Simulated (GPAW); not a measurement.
Zn:

```
Zn
1.0
     2.26817   -1.30849    0.00000
     2.26817    1.30849    0.00000
    -1.59172    0.00000    7.30041
Zn
3
Cartesian
  2.9969 0.0000 2.4420
  -0.0523 0.0000 4.8584
  0.0000 0.0000 0.0000
```

This isn't the form of Zn at room conditions, which is hcp.

| Property | Result |
| --- | --- |
| Program | GPAW 26.7.0 |
| Task | single point |
| Functional | PBEsol |
| Potentials or basis | PAW data sets generated in the run's folder for this functional |
| Cutoff | 600 eV |
| Basis | pw |
| k mesh | 12 × 12 × 4 |
| Occupations | fermi-dirac, width 0.05 eV |
| Spin | no spin polarisation |

On this cell: pressure -1.4 GPa; largest force 0.011 eV/Å; band gap on the k mesh none (metal or under the smearing width).

The same run follows on a disturbed copy (atoms moved at random, drawn with an rms of 0.05 Å):

```
Zn
1.0
     2.26817   -1.30849    0.00000
     2.26817    1.30849    0.00000
    -1.59172    0.00000    7.30041
Zn
3
Direct
  0.79577 0.76234 0.33802
  0.22772 0.22325 0.67085
  0.99899 0.00845 0.99944
```

Problem. What changes?

Solution. The energy (extrapolated to zero smearing) moves by +0.9 meV/atom; pressure -1.4 GPa; largest force 0.098 eV/Å; band gap on the k mesh none (metal or under the smearing width).

Forces on the atoms (eV/Å):
```
Zn   0.004  0.030 -0.025
Zn   0.004 -0.004 -0.069
Zn  -0.008 -0.027  0.094
```

Stress tensor (GPa, compression positive):
```
-2.84 -0.03 -0.42
-0.03 -3.44 -0.05
-0.42 -0.05  2.13
```
